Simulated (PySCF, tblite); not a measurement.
# C9H9N3: infrared bands and NMR shifts

Wanted: the infrared bands and NMR shifts of C9H9N3 (`C=Cn1nnc2cccc(C)c21`), by calculation.

The runs use tblite 0.8.0 and PySCF 2.14.0, with density-fitted response routines of our own; the level of theory stands in each step. All values are computed, except where a source is named. Atoms are numbered from 0 throughout.

## 1. The starting structure

21 atoms, charge 0, multiplicity 1; geometry from: GFN2-xTB.

Bonds of the start (Å): C0–C1 1.32, C1–N2 1.39, N2–N3 1.35, N3–N4 1.26, N4–C5 1.36, C5–C6 1.39, C6–C7 1.37, C7–C8 1.40, C8–C9 1.38, C9–C10 1.50, C9–C11 1.40, C11–N2 1.37, C11–C5 1.42, C0–H12 1.08, C0–H13 1.07, C1–H14 1.08, C6–H15 1.08, C7–H16 1.08, C8–H17 1.08, C10–H18 1.09, C10–H19 1.09, C10–H20 1.09.

## 2. Harmonic vibrations with GFN2-xTB

The job: settings as JSON, then the geometry in Å.

```
{"job": {"kind": "ir", "xc": "GFN2-xTB", "basis": "xTB"}, "charge": 0, "multiplicity": 1}
C      3.581830     0.001178    -0.183569
C      2.306579     0.359814    -0.166198
N      1.272107    -0.549261     0.005154
N      1.534179    -1.862067     0.161762
N      0.468581    -2.521621     0.301924
C     -0.594099    -1.668656     0.246407
C     -1.960582    -1.918826     0.348967
C     -2.794890    -0.832778     0.251385
C     -2.292675     0.459753     0.058569
C     -0.944263     0.744411    -0.047656
C     -0.469237     2.150745    -0.253382
C     -0.088183    -0.357480     0.050642
H      3.869101    -1.027891    -0.062618
H      4.357870     0.731437    -0.318745
H      1.988166     1.382335    -0.284886
H     -2.323054    -2.922430     0.497062
H     -3.863927    -0.966057     0.323628
H     -2.996597     1.276816    -0.010933
H      0.083785     2.242085    -1.188497
H     -1.318984     2.827609    -0.296214
H      0.175375     2.467827     0.566726
```

**Question.** This job is followed by: GIAO PBE0/pcSseg-1 NMR shielding, non-relativistic, gas phase. Predict these results of the whole session: strongest single infrared mode (GFN2-xTB); zero-point energy (GFN2-xTB); 13C shifts against TMS (PBE0/pcSseg-1); 1H shifts against TMS (PBE0/pcSseg-1, means over atoms taken as alike); 15N shifts against NH3 (PBE0/pcSseg-1).

The runs gave:

```
                                                              quantity                                                             value
                             strongest single infrared mode (GFN2-xTB)                                              1449 cm⁻¹, 96 km/mol
                                          zero-point energy (GFN2-xTB)                                                    101.8 kcal/mol
                                13C shifts against TMS (PBE0/pcSseg-1)  152.1, 137.0, 134.6, 134.1, 128.7, 125.5, 124.6, 108.4, 21.8 ppm
1H shifts against TMS (PBE0/pcSseg-1, means over atoms taken as alike)                      8.33, 7.93, 7.58, 7.54, 7.14, 5.38, 2.88 ppm
                                15N shifts against NH3 (PBE0/pcSseg-1)                                           407.4, 383.7, 261.8 ppm
```

All 57 modes are real, so the xTB geometry is a minimum. The strongest single mode, at 1449 cm⁻¹, is spread over many atoms; the largest shares are those of N4, N3. GFN2-xTB is a fitted tight-binding method: band positions and strengths are rough. Its intensities can rank the bands wrongly. At PBE0/pcSseg-1: The largest span, 569 ppm, is at N4, where the paramagnetic term is -447 ppm. NICS(1)zz of -30 ppm above the planar ring from N2 marks a diatropic (aromatic) ring current. NICS(1)zz of -29 ppm above the planar ring from C5 marks a diatropic (aromatic) ring current.
